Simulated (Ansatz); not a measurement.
# MoN2 (P4/mbm) in Ansatz: settings compared, part 2 of 2

Ansatz 0.2.0. Earlier steps stand in the parts before.

## (6) Band structure, PBEsol+U

input.yaml reads:

```yaml
crystal:
  lattice:
    - [4.348053, 0.0, 0.0]
    - [0.0, 4.348053, 0.0]
    - [0.0, 0.0, 2.76746]
  atoms:
    - { symbol: Mo, position: [0.0, 0.0, 0.0] }
    - { symbol: Mo, position: [0.5, 0.5, 0.0] }
    - { symbol: "N", position: [0.611647, 0.888353, 0.5] }
    - { symbol: "N", position: [0.388353, 0.111647, 0.5] }
    - { symbol: "N", position: [0.111647, 0.611647, 0.5] }
    - { symbol: "N", position: [0.888353, 0.388353, 0.5] }
hamiltonian:
  xc: pbesol
  pseudopotentials: { kind: paw }
  hubbard: { sites: [{ species: Mo, l: d, u_eff: 4.0 }] }
kpoints:
  mp_grid: { grid: [6, 6, 10] }
  band_path:
    path:
      - [[0.0, 0.0, 0.0], [0.0, 0.5, 0.0], [0.5, 0.5, 0.0], [0.0, 0.0, 0.0], [0.0, 0.0, 0.5], [0.0, 0.5, 0.5], [0.5, 0.5, 0.5], [0.0, 0.0, 0.5]]
      - [[0.0, 0.5, 0.0], [0.0, 0.5, 0.5]]
      - [[0.5, 0.5, 0.0], [0.5, 0.5, 0.5]]
    npoints: 14
scf:
  occupations: { method: fermi_dirac, width: 0.05 }
  n_extra_bands: 15
output:
  forces: true
  stress: true
  eigenvalues: true
  fatbands: true
```

Potentials or basis: Ansatz PAW.

On the command line:

```bash
$ ansatz run input.yaml --threads 2 --pin off --max-ram 5632MiB --backend cpu --events-out ev --progress --plain --runs-dir out
```

Standard output:

```text
Warning: RAYON_NUM_THREADS=2 ignored (pool sized by the plan → 2); use --threads N
Mo: projections on atomic orbitals take those of the free atom [Ar 3d10] 4s2 4p6 4d5 5s1, of charge +0.00 (hamiltonian.pseudopotentials.projection_atoms); the dataset's partial waves leave at most 6.0e-6 of an orbital's norm unspanned inside its sphere
N: projections on atomic orbitals take those of the free atom [He] 2s2 2p3, of charge +0.00 (hamiltonian.pseudopotentials.projection_atoms); the dataset's partial waves leave at most 9.3e-9 of an orbital's norm unspanned inside its sphere
scf.n_extra_bands = 15 over 24 filled bands (N_el = 48.0): the run solves 39 bands
Engine: ansatz 0.2.0, aarch64-unknown-linux-gnu
Pseudopotentials: kind: paw
Pseudopotential: Mo, paw, valence charge 14, recommended cutoff 420 eV (normal), Mo.paw.azcp
Pseudopotential: N, paw, valence charge 5, recommended cutoff 420 eV (normal), N.paw.azcp
Functional definition: PBEsol
  exchange = pbesol_x
  correlation = pbesol_c
Crystal: 6 atoms, lattice volume = 52.320 Å³
Basis set: ecut = 420 eV, 1049 PW (Γ), exchange–correlation on 60×60×40 points (8 copies of the dense FFT grid, shifted against one another)
Bands: 39, of which v1, the nominal top of the filled ones, is band 24 counted from 1 (23 counted from 0)
Symmetry: 16 space group operations
Space group: P4/mbm (ITA 127), of the structure as read, at distance tolerance 3.7e-5 Å
k-points: 60 of 360
Non-local potential: Mo, projectors of the file, l = 0: 3, l = 1: 2, l = 2: 2, l = 3: 1
Non-local potential: N, projectors of the file, l = 0: 2, l = 1: 2, l = 2: 1
PAW form: soft (Blöchl's): semilocal exchange-correlation on the pseudo side does not see the compensation charge
PAW frozen core: Mo, regenerated for the run's functional, and the local potential with it (the file was generated under x = pbe(κ = 0.804, μ = 0.2195149727645171), c = pbe(β = 0.06672455060314922))
PAW frozen core: N, regenerated for the run's functional, and the local potential with it (the file was generated under x = pbe(κ = 0.804, μ = 0.2195149727645171), c = pbe(β = 0.06672455060314922))
PAW one-centre angular grid: Mo, 590 points (default); XC on 64 Gauss nodes
PAW one-centre angular grid: N, 110 points (default); XC on 64 Gauss nodes
Initial density: superposition of atomic densities (chi_scale 0.1, normalization cell, long waves of neutral atoms under a Hubbard term (reshape's long-wave potential 0.00 eV rms, cloud 2.25 Å wide))
Initial wavefunctions: pseudopotential atomic-orbital guess
[... 18 lines left out ...]
E sigma→0 (E₀):  -11300.253073 eV
Entropy (-TS):   -0.018637 eV (-3.106 meV/atom)
Fermi energy:    18.525688 eV
--- Per-component energies (eV) ---
  E_band       = -30.339862
  E_kinetic    = 1403.566704
  E_local      = -2032.226472  (includes V_loc(G=0)·N_el)
  E_nonlocal   = 470.425795
  E_hartree    = 626.845174
  E_xc         = -602.414712
  E_vxc        = -760.504342  (∫ρ·V_xc dr)
  E_hubbard    = 8.885788  (on-site DFT+U / exact-exchange correction)
  E_vhub       = -1.376861  (the Hubbard potential's part of the band-sum identity)
  E_paw        = -6775.336857  (= ΣΔE_a)
  E_vpaw       = -363.915968  (= ΣTr[D̂ρ^β])
  E_aug_tail   = 0.000376  (compensation charges beyond the density's cutoff)
  E_ewald      = -4400.520544
  E_core_change = 0.530994  (= ΣΔE_core)
  E_smearing   = -0.018637  (= −TS)
  E_closure    = -0.000000  (closes the sum)
  Σ components = -11300.262391   (vs F -11300.262391, Δ=0.00e0)
--- Forces (eV/Å), atoms counted from 1 ---
  atom   1  Mo     0.00000000     0.00000000     0.00000000
  atom   2  Mo    -0.00000000    -0.00000000     0.00000000
  atom   3  N     -0.12498208     0.12498208     0.00000000
  atom   4  N      0.12498208    -0.12498208     0.00000000
  atom   5  N     -0.12498208    -0.12498208     0.00000000
  atom   6  N      0.12498208     0.12498208     0.00000000
  max |Σ_I F_I| component: 5.55e-17 eV/Å
--- Stress (GPa, compression-positive) ---
      -11.637841       0.000000       0.000000
        0.000000     -11.637841       0.000000
        0.000000       0.000000     -11.268662
  P = ⅓ Tr σ = -11.5148 GPa (-115.148 kbar)
--- Band table (eV; the first three rows and the last of 60) ---
  k-point 0: bands = ["-43.2829", "-43.2241", "-17.4129", "-17.4129", "-17.2647", "-17.1988", "-17.0777", "-17.0777", "-2.6228", "-1.2762", "6.5882", "6.5882", "10.3104", "10.4051", "11.7149", "12.6489", "12.6489", "13.9392", "14.6749", "14.8322", "15.9524", "15.9524", "16.0283", "16.3845", "19.6402", "19.6819", "19.6819", "19.8966", "21.1988", "24.4544", "24.6814", "24.6814", "26.0137", "27.3604", "27.3604", "30.2239", "30.2239", "33.5126", "34.2586"]
  k-point 1: bands = ["-43.2728", "-43.2143", "-17.3976", "-17.3976", "-17.3633", "-17.2875", "-17.0666", "-17.0666", "-2.5112", "-1.2039", "6.4930", "6.4930", "10.4234", "10.5603", "12.0732", "12.4516", "12.4516", "12.8913", "13.9064", "15.6617", "15.9938", "15.9938", "16.5159", "16.5170", "19.7534", "19.8924", "19.8924", "19.9242", "21.3224", "24.1706", "24.3509", "24.3509", "26.4118", "27.4157", "27.4157", "30.3895", "30.3895", "33.6865", "33.8682"]
  k-point 2: bands = ["-43.2462", "-43.1887", "-17.6150", "-17.5151", "-17.3574", "-17.3574", "-17.0376", "-17.0376", "-2.2122", "-1.0056", "6.2418", "6.2418", "10.7095", "10.7534", "11.7327", "11.9790", "11.9790", "12.5606", "13.0491", "16.1250", "16.1250", "16.6554", "16.9071", "17.0070", "19.9939", "20.0841", "20.4431", "20.4431", "21.6891", "23.4055", "23.5670", "23.5670", "27.3424", "27.5510", "27.5510", "30.4803", "30.4803", "32.9759", "34.1082"]
  k-point 59: bands = ["-43.1500", "-43.1500", "-18.1519", "-18.1519", "-17.3008", "-17.3008", "-16.9298", "-16.9298", "-1.2570", "-1.2570", "6.8653", "6.8653", "10.9101", "10.9101", "11.1370", "11.1370", "13.2436", "13.2436", "13.3750", "13.3750", "13.8062", "13.8062", "16.5118", "16.5118", "21.1060", "21.1060", "22.1995", "22.1995", "22.9489", "22.9489", "25.3798", "25.3798", "27.5727", "27.5727", "28.9674", "28.9674", "30.1296", "30.1296", "30.9023"]
Occupation matrices written to <dir>
```

occupation_matrices:

```text
# The occupation matrices of the corrected shells as a run of Ansatz 0.0.0 ended. An entry of
# hamiltonian.hubbard.sites starts from them by `starting_ns: <path of this file>`, where that key's refused
# combinations let it.
# Free energy -11300.262391 eV.
# projection_atom_Mo: [Ar 3d10] 4s2 4p6 4d5 5s1
# projection_atom_N: [He] 2s2 2p3
[... 26 lines left out ...]
      - [8.673617379884035e-18, 0.0, 0.0, -0.223507188370473, 0.5485407856312617]
  site1_d:
    matrix:
      - [0.504294584936421, 0.0, 0.0, -3.209238430557093e-17, -9.107298248878237e-18]
      - [0.0, 0.3779441131164883, 1.0842021724855044e-19, 0.0, 0.0]
      - [0.0, 1.0842021724855044e-19, 0.3779441131164884, 0.0, 0.0]
      - [-3.209238430557093e-17, 0.0, 0.0, 0.5848273472707287, 0.223507188370473]
      - [-9.107298248878237e-18, 0.0, 0.0, 0.223507188370473, 0.5485407856312617]
```

It took 11 s on 2 threads of Arm Neoverse V1, shared host; peak memory 0.47 GiB.

What came out:

```
Free energy            : -11300.2624 eV
Pressure               : -11.5 GPa
Largest force          : 0.177 eV/Å
Band gap on the k mesh : none (metal or under the smearing width)
```

Forces in eV/Å, atoms in the order of the input:
```
Mo   0.000  0.000  0.000
Mo   0.000  0.000  0.000
N   -0.125  0.125  0.000
N    0.125 -0.125  0.000
N   -0.125 -0.125  0.000
N    0.125  0.125  0.000
```

Levels at the corners of the path, in eV from the Fermi level:
| point | band 20 | band 21 | band 22 | band 23 | band 24 | band 25 | band 26 | band 27 | band 28 | band 29 |
| --- | --- | --- | --- | --- | --- | --- | --- | --- | --- | --- |
| Γ | -3.69 | -2.57 | -2.57 | -2.50 | -2.14 | 1.11 | 1.16 | 1.16 | 1.37 | 2.67 |
| X | -4.24 | -1.58 | -1.58 | -1.48 | -1.48 | -0.47 | -0.47 | 2.64 | 2.64 | 3.73 |
| M | -3.92 | -0.66 | -0.66 | 0.23 | 0.23 | 0.74 | 0.74 | 1.56 | 1.56 | 3.23 |
| Γ | -3.69 | -2.57 | -2.57 | -2.50 | -2.14 | 1.11 | 1.16 | 1.16 | 1.37 | 2.67 |
| Z | -2.61 | -1.81 | -1.81 | 0.36 | 1.27 | 2.24 | 2.41 | 2.77 | 2.77 | 2.91 |
| R | -3.83 | -2.29 | -2.29 | -1.83 | -1.83 | 2.55 | 2.55 | 3.39 | 3.39 | 3.94 |
| A | -5.15 | -4.72 | -4.72 | -2.01 | -2.01 | 2.58 | 2.58 | 3.67 | 3.67 | 4.42 |
| Z | -2.61 | -1.81 | -1.81 | 0.36 | 1.27 | 2.24 | 2.41 | 2.77 | 2.77 | 2.91 |
| X | -4.24 | -1.58 | -1.58 | -1.48 | -1.48 | -0.47 | -0.47 | 2.64 | 2.64 | 3.73 |
| R | -3.83 | -2.29 | -2.29 | -1.83 | -1.83 | 2.55 | 2.55 | 3.39 | 3.39 | 3.94 |
| M | -3.92 | -0.66 | -0.66 | 0.23 | 0.23 | 0.74 | 0.74 | 1.56 | 1.56 | 3.23 |
| A | -5.15 | -4.72 | -4.72 | -2.01 | -2.01 | 2.58 | 2.58 | 3.67 | 3.67 | 4.42 |

Eigenvalues of the final occupation matrices:
| site | spin | trace | eigenvalues |
| --- | --- | --- | --- |
| site 1 | 1 | 2.39 | 0.34 0.38 0.38 0.50 0.79 |
| site 2 | 1 | 2.39 | 0.34 0.38 0.38 0.50 0.79 |

Caveat: the pressure holds a Pulay correction of +0.7 GPa for the finite cutoff; U without spin polarisation on a metal has little footing; the PAW data sets come from PBE, with cores solved anew for the run's functional, which leaves a small shift of forces and pressure.

## (7) Overview

| level | U | hubbard projectors | double counting | gap on the mesh (eV) | pressure (GPa) | largest force (eV/Å) |
| --- | --- | --- | --- | --- | --- | --- |
| PBEsol | - | - | - | none | -14.1 | 0.03 |
| PBEsol+U | Mo d U = 1 eV | ortho-atomic (the default) | fll (the default) | none | -13.9 | 0.01 |
| PBEsol+U | Mo d U = 2 eV | ortho-atomic (the default) | fll (the default) | none | -13.5 | 0.03 |
| PBEsol+U | Mo d U = 3 eV | ortho-atomic (the default) | fll (the default) | none | -12.8 | 0.09 |
| PBEsol+U | Mo d U = 4 eV | ortho-atomic (the default) | fll (the default) | none | -11.5 | 0.18 |

Alike in all rows: task band structure; potentials or basis Ansatz PAW; no spin polarisation; cell as given; k mesh 6 × 6 × 10; cutoff (eV) 420; smearing fermi-dirac 0.05 eV.

Every run on the cell as given and a fine mesh finds a metal. The pressure there spans -14.1 GPa (PBEsol) to -11.5 GPa (PBEsol+U); a positive pressure means that this level wants a larger cell, a negative one a smaller.

Caveats: the PAW data sets come from PBE, with cores solved anew for the run's functional, which leaves a small shift of forces and pressure; U without spin polarisation on a metal has little footing (some runs).

Total energies depend on the potentials used, so only differences within one code and one set of settings carry meaning.
